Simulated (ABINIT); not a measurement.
Slab: InO, a slab with vacuum.

```
In O
1.0
     3.45361    0.00000    0.00000
    -1.72681    2.99092    0.00000
     0.00000    0.00000   15.87710
In O
2 2
Direct
  0.66667 0.33333 0.40998
  0.66667 0.33333 0.59002
  0.00000 0.00000 0.36013
  0.00000 0.00000 0.63987
```

| Property | Result |
| --- | --- |
| Program | ABINIT 10.8.3 (patched build) |
| Task | single point |
| Functional | PBE |
| Potentials or basis | JTH PAW PBE v2.0 |
| Cutoff | 626 eV |
| k mesh | 9 × 9 × 2 |
| Occupations | fermi-dirac, width 0.05 eV |
| Spin | no spin polarisation |

On this cell: largest force 0.087 eV/Å; band gap on the k mesh 0.35 eV, indirect (least direct gap 1.08 eV).

The same run follows on a disturbed copy (atoms moved at random, drawn with an rms of 0.05 Å):

```
In O
1.0
     3.45361    0.00000    0.00000
    -1.72681    2.99092    0.00000
     0.00000    0.00000   15.87710
In O
2 2
Direct
  0.67466 0.33223 0.41028
  0.66163 0.33059 0.59107
  0.99918 0.00119 0.35868
  0.98731 0.99571 0.63889
```

Question: What changes?

Answer: The energy moves by +3.4 meV/atom; largest force 0.346 eV/Å; band gap on the k mesh 0.32 eV, indirect (least direct gap 1.09 eV).

Forces in eV/Å, atoms in the order of the input:
```
In  -0.269  0.065 -0.186
In  -0.192 -0.027 -0.197
O    0.248 -0.068  0.232
O    0.214  0.030  0.151
```

Caveats: spin-orbit coupling is left out, which moves the levels of the heavy elements.

A k mesh can miss the band edges.
